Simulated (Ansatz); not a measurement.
**C5H3NO: a ladder of functionals and wavefunction methods**

An exercise on one series of results from a longer session: the logs are not shown, and one member is left open.

Method: functionals in def2-TZVPP, the program's frozen cores in correlated methods; program: Ansatz 0.2.0, Gaussian basis.

Plan: LDA (SPW92), PBE-D4, revPBE-D4, BLYP-D4, r2SCAN-D4, B97M-V, PBE0-D4, B3LYP-D4, r2SCANh-D4, r2SCAN0-D4, HSE06-D4, BHLYP-D4, CAM-B3LYP-D4, LC-ωPBE, ωB97X-V, ωB97M-V, B2PLYP, PBE-QIDH; CCSD(T)/def2-SVP; CCSD(T)/def2-TZVPP; MP2/def2-QZVPP; extrapolation to the limit; RPA on PBE.

### The geometry

The geometry comes from an earlier relaxation with PBE0-D4 in a triple-zeta def2 set; it is a stationary point, not always the lowest conformer.

SMILES `N#Cc1ccco1`, 10 atoms, charge 0, spin multiplicity 1.

Atoms are counted from 1 here; the program's logs count them from 0.

Bond lengths: N1–C2 1.152 Å, C2–C3 1.409 Å, C3–C4 1.361 Å, C3–O7 1.357 Å, C4–C5 1.418 Å, C4–H8 1.078 Å, C5–C6 1.357 Å, C5–H9 1.078 Å, C6–O7 1.344 Å, C6–H10 1.078 Å. Angles: N1–C2–C3 178.7°, C2–C3–C4 131.7°, C2–C3–O7 117.9°, C4–C3–O7 110.4°, C3–C4–C5 105.9°, C3–C4–H8 125.9°, C5–C4–H8 128.2°, C4–C5–C6 106.0°, C4–C5–H9 127.4°, C6–C5–H9 126.6°, C5–C6–O7 111.0°, C5–C6–H10 133.1°, O7–C6–H10 115.8°, C3–O7–C6 106.6°.

Set-up of the first run:

The input, in.yaml:

```yaml
crystal:
  periodic: [false, false, false]
  atoms:
    - {symbol: N, position_ang: [1.134802, -3.119073, 0.645241]}
    - {symbol: C, position_ang: [0.782152, -2.045001, 0.421845]}
    - {symbol: C, position_ang: [0.319564, -0.741589, 0.151657]}
    - {symbol: C, position_ang: [-0.937912, -0.225743, 0.073717]}
    - {symbol: C, position_ang: [-0.775502, 1.150137, -0.229270]}
    - {symbol: C, position_ang: [0.562562, 1.359871, -0.310537]}
    - {symbol: O, position_ang: [1.243261, 0.223938, -0.082685]}
    - {symbol: H, position_ang: [-1.855732, -0.772420, 0.217017]}
    - {symbol: H, position_ang: [-1.550426, 1.886168, -0.368137]}
    - {symbol: H, position_ang: [1.160532, 2.232412, -0.515846]}
basis:
  gaussian: {orbitals: def2-TZVPP}
hamiltonian: {xc: lda}
output: {orbitals: {seedname: orbitals}}
```

Steps of the session up to this table: LDA; PBE-D4 (GGA); revPBE-D4 (GGA); BLYP-D4 (GGA); r2SCAN-D4 (meta-GGA); B97M-V (meta-GGA); PBE0-D4 (hybrid); B3LYP-D4 (hybrid); r2SCANh-D4 (hybrid); r2SCAN0-D4 (hybrid); HSE06-D4 (hybrid); BHLYP-D4 (hybrid); CAM-B3LYP-D4 (range-separated); LC-ωPBE-D4 (range-separated; the results give it without D4); ωB97X-V (range-separated); ωB97M-V (range-separated); B2PLYP (double hybrid); PBE-QIDH (double hybrid).

One of the session's tables, all rows but one given; the rest of the session is left out.

It belongs to the step «Frontier levels by functional». 

| functional | HOMO (eV) | LUMO (eV) | gap (eV) |
| --- | --- | --- | --- |
| LDA (SPW92) | -6.63 | -2.53 | 4.10 |
| PBE-D4 | -6.39 | -2.28 | 4.12 |
| revPBE-D4 | -6.31 | -2.19 | 4.12 |
| BLYP-D4 | -6.23 | -2.14 | 4.08 |
| r2SCAN-D4 | -6.56 | -2.17 | 4.39 |
| B97M-V | -6.50 | -2.07 | 4.43 |
| PBE0-D4 | -7.40 | -1.41 | 5.99 |
| B3LYP-D4 | -7.20 | -1.62 | 5.58 |
| r2SCANh-D4 | -6.94 | -1.85 | 5.10 |
| r2SCAN0-D4 | -7.52 | -1.36 | 6.16 |
| HSE06-D4 | -7.01 | -1.78 | 5.23 |
| BHLYP-D4 | -8.25 | -0.41 | 7.84 |
| CAM-B3LYP-D4 | -8.64 | -0.32 | 8.32 |
| LC-ωPBE | -9.94 | 0.76 | 10.71 |
| ωB97X-V | ? | ? | ? |
| ωB97M-V | -9.46 | 0.70 | 10.16 |

Estimate the missing values for ωB97X-V.

**Answer.** HOMO (eV): -9.55; LUMO (eV): 0.74; gap (eV): 10.29. In the column «HOMO (eV)» it lies between LC-ωPBE (-9.94) and ωB97M-V (-9.46).
